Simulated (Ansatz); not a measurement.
# ZnO: how the settings move a relaxation

Aim: see which settings change the result for ZnO, by how much, and at what cost.

Computed with Ansatz 0.2.0 (reference: DFT, LDA, PAW with Ansatz's default frozen-core files, scalar-relativistic; relaxation of atoms, unless a step's input says otherwise).

1 further run of the same task is left out (it didn't finish).

**1. The starting structure**

It takes space group P6_3mc (No. 186, hexagonal). The conventional cell has a = 3.203 Å, b = 3.203 Å, c = 5.178 Å, α = 90.00°, β = 90.00°, γ = 120.00°. Zn (site symmetry 3m) is surrounded by 4 O at 1.95 to 1.96 Å. O (site symmetry 3m) is surrounded by 4 Zn at 1.95 to 1.96 Å.

Structure file:

```cif
data_structure
_symmetry_space_group_name_H-M 'P6_3mc'
_symmetry_Int_Tables_number 186
_cell_length_a 3.2030
_cell_length_b 3.2030
_cell_length_c 5.1781
_cell_angle_alpha 90.000
_cell_angle_beta 90.000
_cell_angle_gamma 120.000
_cell_volume 46.00
loop_
_atom_site_label
_atom_site_type_symbol
_atom_site_symmetry_multiplicity
_atom_site_Wyckoff_symbol
_atom_site_fract_x
_atom_site_fract_y
_atom_site_fract_z
_atom_site_occupancy
Zn1 Zn 2 b 0.33333 0.66667 0.50029 1
O1 O 2 b 0.66667 0.33333 0.37872 1
```

**2. Reference**

Input file input.yaml:

```yaml
crystal:
  lattice:
    - [3.20295674138, 0.0, 0.0]
    - [-1.60147837069, 2.77384190526, 0.0]
    - [0.0, 0.0, 5.17809624071]
  atoms:
    - { symbol: Zn, position: [0.333333333333, 0.666666666667, 0.500287160889] }
    - { symbol: Zn, position: [0.666666666667, 0.333333333333, 0.000287160889] }
    - { symbol: O, position: [0.666666666667, 0.333333333333, 0.378722839111] }
    - { symbol: O, position: [0.333333333333, 0.666666666667, 0.878722839111] }
kpoints:
  mp_grid: { grid: [8, 8, 4] }
scf:
  occupations: { method: fixed }
hamiltonian:
  xc: lda
  pseudopotentials: { kind: paw }
relax:
  f_tol: 0.002
  max_steps: 80
output:
  forces: true
  stress: true
```

The run is started by

```
> ansatz run input.yaml --threads 1 --pin off --max-ram 3072MiB --backend cpu --events-out ev --progress --plain --runs-dir out
```

**3. Variant: f_tol 0.05, max_displacement 0.1, xc_grid 2**

Edit input.yaml of step 2 so:

```diff
@@ -18,4 +18,5 @@
 relax:
-  f_tol: 0.002
+  f_tol: 0.05
   max_steps: 80
+  max_displacement: 0.1
 output:
@@ -23 +24,3 @@
   stress: true
+basis:
+  xc_grid: 2
```

Before running it: what results should come out? Wanted: for each run, ending; energy change; pressure; gap; force.

The runs gave:

| run | ending | energy change | pressure (GPa) | gap (eV) | force (eV/Å) | cycles | time |
| --- | --- | --- | --- | --- | --- | --- | --- |
| reference | converged | 0 | -2.3 | 0.78 | 0.00 | 10 | 4.3 s |
| 1: f_tol 0.05, max_displacement 0.1, xc_grid 2 | converged | 0.0 meV/atom | -2.3 | 0.78 | 0.00 | 8 | 3.7 s |

What this shows: Changing the convergence setting, walk settings and numerical grids leaves the energy as it was (0.0 meV/atom).
